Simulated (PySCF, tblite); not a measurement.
# C7H8GeO2: geometry, infrared bands and NMR shifts

Wanted: the infrared bands and NMR shifts of C7H8GeO2 (`C#CCc1occc1[O][GeH3]`), by calculation.

Programs: tblite 0.8.0 and PySCF 2.14.0, with density-fitted response routines of our own. Each step states its level of theory. These are calculated values for one molecule in the gas phase, unless marked as measured. Atoms count from 0, in the outputs and in this text.

### Step 1. The molecule as given

18 atoms, charge 0, multiplicity 1; geometry from: force field or distance geometry start.

Bonds of the start (Å): C0–C1 1.39, C1–C2 1.18, C2–C3 1.46, C3–O4 1.31, O4–C5 1.31, C5–C6 1.33, C6–C7 1.38, C7–O8 1.28, O8–Ge9 1.75, C7–C3 1.42, C0–H10 1.05, C2–H11 1.31, C2–H12 1.23, C5–H13 1.10, C6–H14 1.09, Ge9–H15 1.58, Ge9–H16 1.58, Ge9–H17 1.53.

### Step 2. Geometry optimisation with GFN2-xTB

What the job is given:

```
{"job": {"kind": "relax", "xc": "GFN2-xTB", "basis": "xTB"}, "charge": 0, "multiplicity": 1}
C      3.054500    -2.203400     0.171800
C      2.119400    -1.227100    -0.154100
C      1.334600    -0.399900    -0.439500
C      0.662600     0.804500     0.051800
O      1.263900     1.941200     0.296300
C      0.408800     2.843800     0.718800
C     -0.786000     2.252900     0.772900
C     -0.710400     0.935500     0.375600
O     -1.704300     0.123200     0.325500
Ge    -2.312600    -1.472300    -0.070600
H      3.741600    -2.951900     0.419300
H      0.259100    -1.134000    -0.592200
H      1.336300    -0.142100    -1.638900
H      0.716600     3.881400     0.940600
H     -1.743000     2.695700     1.050500
H     -1.640800    -1.935600    -1.422300
H     -3.852500    -1.426800    -0.422600
H     -2.156800    -2.578700     0.980700
```

Run with:

```console
$ OMP_NUM_THREADS=1 python probes_run.py task.json out
```

The driver reads the jobs from task.json and runs them one after another.

What it wrote:

```text
step      E/eV     max force
  0    -785.74447   29.685
  1    -788.93428   13.927
  2    -789.73415    8.770
  3    -790.24526    1.866
  4    -790.32234    0.702
  5    -790.36292    0.890
  6    -790.40984    0.590
  7    -790.44014    0.453
  8    -790.48208    0.673
  9    -790.51200    0.545
 10    -790.53250    0.346
 11    -790.54838    0.334
 12    -790.56521    0.460
 13    -790.58039    0.402
 14    -790.59092    0.237
 15    -790.59909    0.199
 16    -790.60760    0.321
 17    -790.61753    0.320
 18    -790.62991    0.266
 19    -790.64421    0.342
 20    -790.65917    0.331
 21    -790.67299    0.250
 22    -790.68343    0.233
 23    -790.69288    0.252
 24    -790.70591    0.283
 25    -790.72282    0.350
 26    -790.73800    0.324
 27    -790.74658    0.644
 28    -790.75357    0.215
 29    -790.75807    0.157
 30    -790.76448    0.138
 31    -790.76980    0.177
 32    -790.77683    0.202
 33    -790.78300    0.191
 34    -790.78951    0.214
 35    -790.79608    0.216
 36    -790.80196    0.199
 37    -790.80699    0.191
 38    -790.81142    0.179
 39    -790.81545    0.165
 40    -790.81944    0.152
 41    -790.82290    0.255
 42    -790.82487    0.204
 43    -790.82665    0.103
 44    -790.82779    0.104
 45    -790.82908    0.096
 46    -790.83006    0.099
 47    -790.83123    0.093
 48    -790.83215    0.100
 49    -790.83299    0.089
 50    -790.83365    0.068
 51    -790.83417    0.064
 52    -790.83456    0.056
 53    -790.83490    0.044
 54    -790.83522    0.040
 55    -790.83550    0.042
 56    -790.83569    0.033
 57    -790.83582    0.024
 58    -790.83593    0.025
 59    -790.83606    0.034
 60    -790.83623    0.050
 61    -790.83643    0.064
 62    -790.83662    0.062
 63    -790.83681    0.044
 64    -790.83704    0.053
 65    -790.83732    0.052
 66    -790.83764    0.064
 67    -790.83796    0.078
 68    -790.83831    0.068
 69    -790.83876    0.072
 70    -790.83931    0.073
 71    -790.83990    0.067
 72    -790.84042    0.059
 73    -790.84084    0.051
 74    -790.84124    0.056
 75    -790.84163    0.059
 76    -790.84200    0.075
 77    -790.84233    0.068
 78    -790.84260    0.052
 79    -790.84280    0.040
 80    -790.84299    0.043
 81    -790.84323    0.044
 82    -790.84354    0.067
 83    -790.84387    0.056
 84    -790.84410    0.034
 85    -790.84424    0.028
 86    -790.84439    0.038
 87    -790.84467    0.059
 88    -790.84507    0.065
 89    -790.84553    0.047
 90    -790.84591    0.047
 91    -790.84622    0.057
 92    -790.84658    0.062
 93    -790.84719    0.077
 94    -790.84807    0.100
 95    -790.84908    0.106
 96    -790.84992    0.086
 97    -790.85117    0.087
 98    -790.85210    0.080
 99    -790.85289    0.078
100    -790.85380    0.065
101    -790.85463    0.073
102    -790.85569    0.080
103    -790.85682    0.080
104    -790.85774    0.078
105    -790.85835    0.115
106    -790.85932    0.152
107    -790.86055    0.086
108    -790.86231    0.134
109    -790.86431    0.114
110    -790.86561    0.118
111    -790.86658    0.078
112    -790.86746    0.072
113    -790.86833    0.161
114    -790.86854    0.163
115    -790.87014    0.149
116    -790.87126    0.098
117    -790.87386    0.071
118    -790.87497    0.177
119    -790.87594    0.129
120    -790.87650    0.067
121    -790.87732    0.078
122    -790.87784    0.071
123    -790.87874    0.096
124    -790.87966    0.099
125    -790.88058    0.068
126    -790.88173    0.071
127    -790.88309    0.072
128    -790.88364    0.074
129    -790.88324    0.288
130    -790.88458    0.054
131    -790.88483    0.046
132    -790.88519    0.033
133    -790.88552    0.037
134    -790.88565    0.065
135    -790.88576    0.021
136    -790.88583    0.018
137    -790.88588    0.018
138    -790.88596    0.018
139    -790.88606    0.020
140    -790.88621    0.029
141    -790.88638    0.033
142    -790.88659    0.041
143    -790.88682    0.042
144    -790.88711    0.053
145    -790.88747    0.052
146    -790.88791    0.048
147    -790.88841    0.055
148    -790.88902    0.070
149    -790.88980    0.081
150    -790.89054    0.076
151    -790.89128    0.053
152    -790.89173    0.037
153    -790.89193    0.039
154    -790.89205    0.029
155    -790.89212    0.013
156    -790.89219    0.013
157    -790.89222    0.011
158    -790.89226    0.012
159    -790.89228    0.011
160    -790.89231    0.011
161    -790.89233    0.009
```

Run time: 2.2 s. Hardware: 1 thread of Intel Xeon at 2.70GHz, shared host; peak memory 0.18 GiB.

Relaxation path: (not every step is listed)

| step | energy from step 0 (eV) | largest force (eV/Å) |
| --- | --- | --- |
| 0 | 0.0000 | 29.6851 |
| 1 | -3.1898 | 13.9270 |
| 2 | -3.9897 | 8.7701 |
| 3 | -4.5008 | 1.8656 |
| 4 | -4.5779 | 0.7024 |
| 5 | -4.6185 | 0.8898 |
| 6 | -4.6654 | 0.5902 |
| 7 | -4.6957 | 0.4531 |
| 8 | -4.7376 | 0.6729 |
| 22 | -4.9390 | 0.2328 |
| 36 | -5.0575 | 0.1990 |
| 50 | -5.0892 | 0.0684 |
| 64 | -5.0926 | 0.0528 |
| 78 | -5.0981 | 0.0517 |
| 92 | -5.1021 | 0.0621 |
| 106 | -5.1149 | 0.1517 |
| 120 | -5.1320 | 0.0673 |
| 134 | -5.1412 | 0.0648 |
| 148 | -5.1445 | 0.0697 |
| 156 | -5.1477 | 0.0131 |
| 157 | -5.1477 | 0.0110 |
| 158 | -5.1478 | 0.0122 |
| 159 | -5.1478 | 0.0114 |
| 160 | -5.1478 | 0.0107 |
| 161 | -5.1479 | 0.0085 |

Distances of close pairs at the start and the end, largest changes first:

| bond | before (Å) | after (Å) | change (Å) |
| --- | --- | --- | --- |
| C1–C2 | 1.175 | 1.453 | +0.278 |
| C2–H11 | 1.311 | 1.098 | -0.213 |
| C0–C1 | 1.391 | 1.197 | -0.194 |
| C2–H12 | 1.227 | 1.093 | -0.134 |
| Ge9–H16 | 1.580 | 1.489 | -0.092 |
| Ge9–H15 | 1.579 | 1.507 | -0.072 |
| C7–O8 | 1.285 | 1.352 | +0.067 |
| C3–C7 | 1.417 | 1.368 | -0.048 |

The next job starts from the end point, and lists it.

### Step 3. Harmonic vibrations with GFN2-xTB

What the job is given:

```
{"job": {"kind": "ir", "xc": "GFN2-xTB", "basis": "xTB"}, "charge": 0, "multiplicity": 1}
C      2.188153    -2.065236     0.784859
C      1.728713    -1.325135    -0.035674
C      1.148507    -0.393706    -0.988165
C      0.517777     0.756184    -0.269197
O      1.174948     1.942179    -0.231541
C      0.433491     2.790839     0.496666
C     -0.698556     2.186966     0.941280
C     -0.645918     0.853351     0.444305
O     -1.599223    -0.073702     0.688226
Ge    -2.022421    -1.581480    -0.091261
H      2.605117    -2.719296     1.491206
H      0.398408    -0.919913    -1.594027
H      1.931398    -0.011821    -1.648249
H      0.811152     3.785754     0.622687
H     -1.477654     2.607677     1.541633
H     -2.347241    -1.328096    -1.541287
H     -3.234585    -1.907638     0.708913
H     -0.920824    -2.590612     0.043330
```

What it wrote:

```text
mode    cm-1     km/mol
  1      38.9      0.83
  2      56.6      1.65
  3      84.3      0.28
  4     111.9      1.36
  5     174.3      1.21
  6     228.0      2.85
  7     230.9      2.51
  8     292.0      1.57
  9     313.4      4.14
 10     329.1      8.69
 11     434.7      5.02
 12     494.9     44.91
 13     565.7     76.68
 14     599.3     15.57
 15     607.2     28.02
 16     631.2      1.20
 17     638.8     52.33
 18     642.1     40.88
 19     712.1    146.79
 20     752.3    232.02
 21     761.1     11.92
 22     800.7     22.99
 23     805.8    148.93
 24     822.1    166.07
 25     823.4     13.28
 26     880.2      2.03
 27     892.3      6.33
 28     988.3      3.00
 29    1049.9     21.29
 30    1075.7     75.48
 31    1139.9      0.55
 32    1160.2      8.13
 33    1240.6    177.94
 34    1248.8     61.75
 35    1285.4     15.45
 36    1395.2     20.54
 37    1409.8     12.14
 38    1504.9     18.59
 39    1631.5    105.03
 40    1915.7    175.93
 41    1995.5    420.70
 42    2094.5    370.15
 43    2290.0     11.85
 44    2886.5     41.18
 45    2969.9     12.59
 46    3170.8      4.36
 47    3196.7      9.58
 48    3395.4      6.61
```

It took 1.3 s on 1 thread of Intel Xeon at 2.70GHz, shared host; peak memory 0.18 GiB.

Which atoms move in the most intense modes:

```
cm⁻¹  km/mol                                  atoms
 712   146.8             O8 20 %, H10 19 %, C3 11 %
 752   232.0  H16 24 %, H17 22 %, H15 17 %, C2 12 %
 806   148.9           H16 53 %, H17 20 %, H15 18 %
 822   166.1                     H15 47 %, H17 47 %
1241   177.9    H11 27 %, C3 26 %, O4 15 %, C7 11 %
1916   175.9                     H15 79 %, H17 15 %
1996   420.7                     H17 79 %, H15 17 %
2094   370.1                               H16 92 %
```

### Step 4. NMR shieldings: PBE0/pcSseg-1

Same as in step 3 but for these lines:

```diff
@@ -1,2 +1,2 @@
-{"job": {"kind": "ir", "xc": "GFN2-xTB", "basis": "xTB"}, "charge": 0, "multiplicity": 1}
+{"job": {"kind": "nmr", "xc": "PBE0", "basis": "pcSseg-1"}, "charge": 0, "multiplicity": 1}
 C      2.188153    -2.065236     0.784859
```

With the program's defaults for keys left out, this is: GIAO PBE0/pcSseg-1 NMR shielding, non-relativistic, gas phase.

What it wrote:

```text
coarse grid: 73816 points
cycle   1  E = -2497.7366277981  dE =  1.292e+00  |g| = 1.140e+00  |ddm| = 4.387e+00
cycle   2  E = -2497.5589362906  dE =  1.777e-01  |g| = 1.482e+00  |ddm| = 1.853e+00
cycle   3  E = -2497.8710421044  dE = -3.121e-01  |g| = 3.072e-01  |ddm| = 1.308e+00
cycle   4  E = -2497.8877058701  dE = -1.666e-02  |g| = 1.013e-01  |ddm| = 3.086e-01
cycle   5  E = -2497.8891168165  dE = -1.411e-03  |g| = 4.956e-02  |ddm| = 1.030e-01
cycle   6  E = -2497.8896506720  dE = -5.339e-04  |g| = 9.499e-03  |ddm| = 4.008e-02
cycle   7  E = -2497.8896662657  dE = -1.559e-05  |g| = 4.077e-03  |ddm| = 9.481e-03
cycle   8  E = -2497.8896698085  dE = -3.543e-06  |g| = 1.136e-03  |ddm| = 3.533e-03
final grid: 156888 points
cycle   9  E = -2497.8896876282  dE =  6.152e-07  |g| = 2.117e-03  |ddm| = 3.884e-03
cycle  10  E = -2497.8896845398  dE =  3.088e-06  |g| = 4.266e-03  |ddm| = 4.376e-03
cycle  11  E = -2497.8896885859  dE = -4.046e-06  |g| = 2.806e-04  |ddm| = 2.986e-03
cycle  12  E = -2497.8896886025  dE = -1.662e-08  |g| = 6.293e-05  |ddm| = 2.477e-04
cycle  13  E = -2497.8896886034  dE = -8.731e-10  |g| = 1.296e-05  |ddm| = 5.732e-05
converged SCF energy = -2497.8896886034

GIAO shielding tensors (ppm)
atom      isotropic    diamagn.    paramagn.     s11        s22        s33       span
  0 C      108.242     257.283    -149.041     36.741     46.499    241.486    204.745
  1 C       99.972     266.340    -166.368      0.308      5.100    294.509    294.201
  2 C      167.262     244.794     -77.532    155.057    167.778    178.950     23.893
  3 C       49.966     262.111    -212.145     -5.817     51.953    103.763    109.580
  4 O       57.884     399.182    -341.298    -61.244      2.304    232.592    293.836
  5 C       43.648     251.257    -207.610    -31.624     49.754    112.813    144.437
  6 C       71.892     256.281    -184.389     -4.617     70.514    149.779    154.397
  7 C       34.747     249.571    -214.825    -24.073     31.366     96.948    121.021
  8 O      289.079     404.290    -115.211    199.983    290.714    376.540    176.557
  9 Ge    1406.300    2756.977   -1350.677   1281.765   1306.582   1630.554    348.788
 10 H       30.020      34.412      -4.392     24.720     25.314     40.026     15.306
 11 H       27.965      29.496      -1.531     24.401     26.915     32.580      8.179
 12 H       28.060      26.849       1.210     23.285     26.815     34.078     10.793
 13 H       24.558      29.482      -4.924     21.515     25.050     27.108      5.593
 14 H       25.248      31.517      -6.269     23.091     25.320     27.335      4.244
 15 H       26.416      29.018      -2.602     20.469     22.092     36.688     16.219
 16 H       26.727      28.867      -2.140     19.213     22.518     38.450     19.237
 17 H       25.842      29.728      -3.886     18.267     23.453     35.807     17.540
```

It took 1.7 min on 1 thread of Intel Xeon at 2.70GHz, shared host; peak memory 1.1 GiB.

The references, computed at this level on geometries of the same kind, shield at (ppm): ¹H TMS 31.72, ¹³C TMS 186.9, ¹⁷O H2O 336.1, ⁷³Ge GeMe4 1331. Their shielding less the atom's gives the shift. The references are single molecules in the gas phase, so shifts against H2O, NH3, PH3, H3PO4 or CFCl3 are not on the usual liquid scales and can be off by tens of ppm. Atoms listed in one row are averaged.

```csv
atoms,environment,σ (ppm),δ (ppm)
C7,aromatic carbon bearing oxygen,34.7,152.2
C5,aromatic CH next to the ring oxygen,43.6,143.3
C3,substituted aromatic carbon next to the ring oxygen,50.0,137.0
C6,aromatic CH,71.9,115.0
C1,alkyne carbon,100.0,87.0
C0,terminal alkyne carbon,108.2,78.7
C2,sp3 CH2 on an aromatic ring,167.3,19.7
H13,hydrogen on an aromatic CH next to the ring oxygen,24.56,7.16
H14,hydrogen on an aromatic CH,25.25,6.47
"H15, H16, H17",hydrogen on a germanium bonded to O,26.33,5.39
"H11, H12",hydrogen on an sp3 CH2 on an aromatic ring,28.01,3.70
H10,hydrogen on a terminal alkyne carbon,30.02,1.70
O4,aromatic ring oxygen,57.9,278.2
O8,"oxygen bonded to C, Ge",289.1,47.0
Ge9,"germanium bonded to O, 3 H",1406,-75
```

The run also stored atomic charges by several schemes (e):

```
atoms  Mulliken    IAO  Hirshfeld  ESP fit
   C0     -0.36  -0.25      -0.12    -0.58
   C1      0.16  -0.03      -0.04     0.26
   C2     -0.09  -0.28      -0.06    -0.52
   C3      0.06   0.08       0.03     0.28
   O4     -0.38  -0.24      -0.07    -0.21
   C5      0.17   0.01       0.00    -0.05
   C6     -0.17  -0.24      -0.10    -0.44
   C7      0.26   0.15       0.03     0.18
   O8     -0.72  -0.56      -0.22    -0.33
  Ge9      0.49   0.74       0.40     0.42
```

Mayer bond orders: C0–C1 2.59, C1–C2 1.04, C2–C3 1.07, C3–O4 1.01, O4–C5 1.09, C5–C6 1.60, C6–C7 1.29, C7–O8 0.96, O8–Ge9 0.77, C7–C3 1.47.

Ring of atoms C3, O4, C5, C6, C7: NICS(0) -12.8, NICS(1) -9.6, NICS(1)zz -22.9 ppm (means of both faces).

### Step 5. Outcome

| quantity | value |
| --- | --- |
| strongest single infrared mode (GFN2-xTB) | 1996 cm⁻¹, 421 km/mol |
| zero-point energy (GFN2-xTB) | 75.4 kcal/mol |
| ¹³C shifts against TMS (PBE0/pcSseg-1) | 152.2, 143.3, 137.0, 115.0, 87.0, 78.7, 19.7 ppm |
| ¹H shifts against TMS (PBE0/pcSseg-1, means over atoms taken as alike) | 7.16, 6.47, 5.39, 3.70, 1.70 ppm |
| ¹⁷O shifts against H2O (PBE0/pcSseg-1) | 278.2, 47.0 ppm |
| ⁷³Ge shifts against GeMe4 (PBE0/pcSseg-1) | -75 ppm |

Relaxing lowered the energy by 5.148 eV in 161 steps; the close pair that moved most is C1–C2, from 1.175 to 1.453 Å. All 48 modes are real, so the xTB geometry is a minimum. The strongest single mode, at 1996 cm⁻¹, moves mainly H17. Unscaled tight-binding wavenumbers are off by several per cent, some by more. Its intensities can rank the bands wrongly. At PBE0/pcSseg-1: The widest tensor belongs to Ge9: span 349 ppm, with a paramagnetic part of -1351 ppm. NICS(1)zz of -23 ppm above the planar ring from C3 marks a diatropic (aromatic) ring current. Spin-orbit coupling is left out, which matters for shieldings and couplings at and beside the heavy atoms.
